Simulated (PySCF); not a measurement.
**CH6SSeSi: electronic excitations and core binding energies**

What electronic excitations and core binding energies should CH6SSeSi (`CS[SiH2][SeH]`) show?

Programs: PySCF 2.14.0, with density-fitted response routines of our own. Each step states its level of theory. These are calculated values for one molecule in the gas phase, unless marked as measured. Atoms count from 0, in the outputs and in this text.

## 1. The molecule as given

10 atoms, charge 0, multiplicity 1; geometry from: GFN2-xTB.

Bonds of the start (Å): C0–S1 1.81, S1–Si2 2.14, Si2–Se3 2.27, C0–H4 1.09, C0–H5 1.09, C0–H6 1.08, Si2–H7 1.46, Si2–H8 1.46, Se3–H9 1.43.

## 2. Excited states and response: CAM-B3LYP/def2-SVPD

Job settings and geometry (Å):

```
{"job": {"kind": "uv", "xc": "CAM-B3LYP", "basis": "def2-SVPD", "nstates": 8, "ntriplets": 3}, "charge": 0, "multiplicity": 1}
C     -1.788446    -0.534429     0.007758
S     -0.063742    -1.089288     0.103278
Si     0.918136     0.740435    -0.408219
Se     3.152785     0.348452    -0.362960
H     -1.951531     0.278106     0.708074
H     -2.014228    -0.217382    -1.005114
H     -2.404775    -1.385835     0.276456
H      0.518740     1.144488    -1.751811
H      0.578963     1.760553     0.578125
H      3.062982    -1.040445    -0.020957
```

Level: TDDFT CAM-B3LYP/def2-SVPD, vertical, gas phase, core orbitals frozen in the response.

Started as:

```
$ OMP_NUM_THREADS=1 python probes_run.py task.json out
```

The driver reads the jobs from task.json and runs them one after another.

Standard output:

```text
coarse grid: 40072 points
cycle   1  E = -3130.5421156122  dE = -6.873e-01  |g| = 2.974e-01  |ddm| = 3.636e+00
cycle   2  E = -3130.5583944971  dE = -1.628e-02  |g| = 2.048e-01  |ddm| = 8.472e-01
cycle   3  E = -3130.5715137132  dE = -1.312e-02  |g| = 3.853e-02  |ddm| = 3.789e-01
cycle   4  E = -3130.5719336883  dE = -4.200e-04  |g| = 1.016e-02  |ddm| = 6.938e-02
cycle   5  E = -3130.5719615001  dE = -2.781e-05  |g| = 1.739e-03  |ddm| = 2.095e-02
cycle   6  E = -3130.5719624419  dE = -9.418e-07  |g| = 5.817e-04  |ddm| = 4.471e-03
final grid: 80192 points
cycle   7  E = -3130.5719427094  dE = -7.815e-08  |g| = 5.000e-04  |ddm| = 2.164e-03
cycle   8  E = -3130.5719427203  dE = -1.089e-08  |g| = 4.599e-04  |ddm| = 1.243e-03
cycle   9  E = -3130.5719427546  dE = -3.431e-08  |g| = 2.842e-05  |ddm| = 5.424e-04
cycle  10  E = -3130.5719427549  dE = -3.006e-10  |g| = 1.075e-05  |ddm| = 5.655e-05
converged SCF energy = -3130.5719427549

Static polarisability (au): isotropic 89.130, principal 72.080 80.883 114.428

Singlet excitations
state   eV       nm        f      main configurations
  1   5.1614    240.2   0.00178   H->L 0.41, H->L+1 0.20, H-1->L 0.17
  2   5.3580    231.4   0.00343   H-1->L 0.55, H->L 0.27
  3   5.6192    220.6   0.02311   H->L+1 0.43, H->L 0.19, H-1->L+1 0.15
  4   5.9808    207.3   0.00507   H-1->L+1 0.53, H->L+1 0.20, H-1->L+3 0.09
  5   6.4387    192.6   0.00002   H->L+2 0.42, H-1->L+2 0.12, H->L+4 0.12
  6   6.5562    189.1   0.02575   H-1->L+2 0.41, H-1->L+3 0.18, H->L+2 0.13
  7   6.8029    182.3   0.01543   H->L+3 0.40, H-1->L+3 0.14, H->L+2 0.11
  8   6.8973    179.8   0.00068   H-1->L+4 0.29, H-1->L+6 0.17, H->L+4 0.15

Triplet excitations (Tamm-Dancoff, eV): 4.7948 5.0671 5.2336
```

It took 26 s on 1 thread of Arm Neoverse V1, shared host; peak memory 0.65 GiB.

Frontier orbitals and where they lie:

```tsv
orbital	eV	atoms
HOMO−3	-10.32	Se3 34 %, S1 30 %, Si2 15 %
HOMO−2	-10.05	S1 37 %, Se3 28 %, Si2 17 %
HOMO−1	-8.40	S1 44 %, Se3 25 %, Si2 12 %
HOMO	-8.32	Se3 53 %, S1 27 %, Si2 8 %
LUMO	0.27	Se3 28 %, S1 22 %, Si2 21 %
LUMO+1	0.70	Se3 50 %, Si2 19 %, S1 12 %
LUMO+2	1.10	Se3 26 %, S1 24 %, Si2 19 %
```

With each of the 8 states as a Gaussian band of 0.4 eV half-width at 1/e, the curve within the window shown has maxima at 220 nm (ε 1,100), 187 nm (ε 1,600) L/(mol cm). Beyond the last state computed it falls off for lack of states. The curve at chosen wavelengths:

nm, ε (L/mol/cm) and a bar:
```
      172        332 ######
      176        723 ##############
      180       1178 #######################
      184       1500 #############################
      188       1541 ##############################
      192       1329 ##########################
      196       1023 ####################
      200        794 ###############
      204        725 ##############
      208        801 ###############
      212        951 ##################
      216       1085 #####################
      220       1141 ######################
      223       1115 ######################
      227       1001 ###################
      231        831 ################
      235        645 ############
      239        473 #########
      243        332 ######
      247        225 ####
      251        148 ###
      255         94 ##
      259         59 #
      263         35 
      267         21 
      271         12
```

Ground-state properties from the same run:

```tsv
property	computed
dipole moment (D)	2.06
polarisability (Å³)	13.21
HOMO–LUMO gap (eV)	8.58
−ε(HOMO) (eV)	8.32
```

## 3. X-ray photoelectron lines: SCAN, X2C

The job, as its differences from that of step 2:

```diff
@@ -1,2 +1,2 @@
-{"job": {"kind": "uv", "xc": "CAM-B3LYP", "basis": "def2-SVPD", "nstates": 8, "ntriplets": 3}, "charge": 0, "multiplicity": 1}
+{"job": {"kind": "xps"}, "charge": 0, "multiplicity": 1}
 C     -1.788446    -0.534429     0.007758
```

With the program's defaults for keys left out, this is: delta-SCF UKS SCAN, pcX-2 on the ionised atom, pcseg-1 elsewhere, spin-free X2C.

Standard output:

```text
ground state, core basis on atom 0 (C), 138 functions
  cycle   1  E = -3154.35590065  |g| = 3.58e-01
  cycle   2  E = -3154.33244104  |g| = 4.55e-01
  cycle   3  E = -3154.39413951  |g| = 6.55e-02
  cycle   4  E = -3154.39548350  |g| = 2.46e-02
  cycle   5  E = -3154.39569010  |g| = 4.88e-03
  cycle   6  E = -3154.39569476  |g| = 2.11e-03
  cycle   7  E = -3154.39569217  |g| = 6.04e-04
  cycle   8  E = -3154.39569178  |g| = 1.41e-04
  E(ground) = -3154.45176356 Eh
hole in C 1s of atom 0
  cycle   1  E = -3143.10975960  |g| = 1.50e+00
  cycle   2  E = -3140.80526663  |g| = 2.24e+00
  cycle   3  E = -3143.28009252  |g| = 7.50e-01
  cycle   4  E = -3143.64533009  |g| = 2.66e-01
  cycle   5  E = -3143.67466729  |g| = 1.24e-01
  cycle   6  E = -3143.68244850  |g| = 2.57e-02
  cycle   7  E = -3143.68289394  |g| = 6.60e-03
  cycle   8  E = -3143.68293586  |g| = 2.23e-03
  cycle   9  E = -3143.68294112  |g| = 1.51e-03
  cycle  10  E = -3143.68294246  |g| = 7.63e-04
  cycle  11  E = -3143.68294160  |g| = 3.14e-04
  E(ion) = -3143.73997259 Eh   <S^2> = 0.7742   hole on atom = 1.000   binding energy = 291.483 eV
ground state, core basis on atom 1 (S), 149 functions
  cycle   1  E = -3154.54332705  |g| = 4.05e-01
  cycle   2  E = -3154.54307327  |g| = 4.96e-02
  cycle   3  E = -3154.54220427  |g| = 7.37e-02
  cycle   4  E = -3154.54375362  |g| = 4.87e-03
  cycle   5  E = -3154.54375684  |g| = 2.06e-03
  cycle   6  E = -3154.54376254  |g| = 2.89e-04
  E(ground) = -3154.58577926 Eh
hole in S 1s of atom 1
  cycle   1  E = -3062.30933578  |g| = 5.08e+00
  cycle   2  E = -3060.73201546  |g| = 2.60e+00
  cycle   3  E = -3053.40478206  |g| = 2.83e+00
  cycle   4  E = -3063.50254373  |g| = 2.28e-01
  cycle   5  E = -3063.49969088  |g| = 2.20e-01
  cycle   6  E = -3063.53076420  |g| = 5.84e-02
  cycle   7  E = -3063.53309787  |g| = 1.04e-02
  cycle   8  E = -3063.53314629  |g| = 4.88e-03
  cycle   9  E = -3063.53316240  |g| = 1.31e-03
  cycle  10  E = -3063.53316092  |g| = 5.29e-04
  cycle  11  E = -3063.53316004  |g| = 1.28e-04
  E(ion) = -3063.56702182 Eh   <S^2> = 0.7515   hole on atom = 1.000   binding energy = 2476.747 eV
hole in S 2p of atom 1
  cycle   1  E = -3147.86946768  |g| = 1.53e+00
  cycle   2  E = -3146.01639892  |g| = 1.83e+00
  cycle   3  E = -3147.77384178  |g| = 8.65e-01
  cycle   4  E = -3148.29671269  |g| = 1.68e-01
  cycle   5  E = -3148.30678287  |g| = 1.41e-01
  cycle   6  E = -3148.31737507  |g| = 2.93e-02
  cycle   7  E = -3148.31782075  |g| = 1.10e-02
  cycle   8  E = -3148.31790183  |g| = 2.74e-03
  cycle   9  E = -3148.31790402  |g| = 1.30e-03
  cycle  10  E = -3148.31790570  |g| = 4.28e-04
  E(ion) = -3148.36734659 Eh   <S^2> = 0.7532   hole on atom = 1.001   binding energy = 169.212 eV
  2p3/2 = 168.971 eV   2p1/2 = 170.219 eV
ground state, core basis on atom 2 (Si), 149 functions
  cycle   1  E = -3154.49041168  |g| = 2.88e-01
  cycle   2  E = -3154.49030453  |g| = 4.61e-02
  cycle   3  E = -3154.48990295  |g| = 5.32e-02
  cycle   4  E = -3154.49067035  |g| = 9.92e-03
  cycle   5  E = -3154.49069364  |g| = 1.11e-03
  cycle   6  E = -3154.49069704  |g| = 1.96e-04
  E(ground) = -3154.50542547 Eh
hole in Si 1s of atom 2
  cycle   1  E = -3085.52689792  |g| = 4.35e+00
  cycle   2  E = -3084.92641420  |g| = 2.44e+00
  cycle   3  E = -3085.47167181  |g| = 1.20e+00
  cycle   4  E = -3086.46290713  |g| = 4.46e-01
  cycle   5  E = -3086.59601040  |g| = 8.30e-02
  cycle   6  E = -3086.59832939  |g| = 4.49e-02
  cycle   7  E = -3086.59964420  |g| = 1.42e-02
  cycle   8  E = -3086.59978754  |g| = 2.60e-03
  cycle   9  E = -3086.59979356  |g| = 1.22e-03
  cycle  10  E = -3086.59979366  |g| = 4.46e-04
  E(ion) = -3086.62356603 Eh   <S^2> = 0.7527   hole on atom = 1.000   binding energy = 1847.159 eV
hole in Si 2p of atom 2
  cycle   1  E = -3150.18971313  |g| = 1.24e+00
  cycle   2  E = -3149.52280141  |g| = 1.47e+00
  cycle   3  E = -3150.35198012  |g| = 4.86e-01
  cycle   4  E = -3150.51487092  |g| = 1.36e-01
  cycle   5  E = -3150.52626797  |g| = 3.79e-02
  cycle   6  E = -3150.52710047  |g| = 1.49e-02
  cycle   7  E = -3150.52724913  |g| = 3.41e-03
  cycle   8  E = -3150.52725685  |g| = 1.03e-03
  cycle   9  E = -3150.52725765  |g| = 4.08e-04
  E(ion) = -3150.55431993 Eh   <S^2> = 0.7522   hole on atom = 1.003   binding energy = 107.515 eV
  2p3/2 = 107.344 eV   2p1/2 = 107.970 eV
```

Run time: 39 s. Hardware: 1 thread of Arm Neoverse V1, shared host; peak memory 0.64 GiB.

The holes in one table. −ε is the ground-state orbital energy:

```tsv
hole	stands for	environment	ΔSCF (eV; 2p as the shell's mean)	−ε (eV)	⟨S²⟩
C1s on C0	C0	methyl carbon bonded to S	291.48	274.8	0.774
S1s on S1	S1	sulfur bonded to C, Si	2476.75	2414.8	0.751
S2p on S1	S1	sulfur bonded to C, Si	169.39	158.0	0.753
Si1s on Si2	Si2	silicon bonded to S, Se, 2 H	1847.16	1794.4	0.753
Si2p on Si2	Si2	silicon bonded to S, Se, 2 H	107.55	97.2	0.752
```

With the spin-orbit splitting: S1 2p3/2 168.97, 2p1/2 170.22 eV; Si2 2p3/2 107.34, 2p1/2 107.97 eV. The table gives each 2p level as the mean over the whole 2p shell (two parts 2p3/2, one part 2p1/2), which differs a little from the single hole in the log.

## 4. Results

| quantity | value |
| --- | --- |
| lowest singlet (CAM-B3LYP/def2-SVPD) | 5.16 eV (240 nm), f = 0.002 |
| brightest single state of those computed | state 6, 6.56 eV, f = 0.026 |
| lowest triplet | 4.79 eV |
| C1s binding energies, SCAN/pcX-2 | C0 291.48 eV |
| S1s binding energies, SCAN/pcX-2 | S1 2476.75 eV |
| S2p binding energies, SCAN/pcX-2 | S1 169.39 eV |
| Si1s binding energies, SCAN/pcX-2 | Si2 1847.16 eV |
| Si2p binding energies, SCAN/pcX-2 | Si2 107.55 eV |

In words: The first singlet state (HOMO→LUMO 0.41, HOMO→LUMO+1 0.20) lies at 5.16 eV and is weak; of the 8 states computed, the strongest absorption comes from state 6 at 6.56 eV. The lowest triplet lies 0.37 eV below the lowest singlet (triplets in Tamm-Dancoff, singlets in full TDDFT).
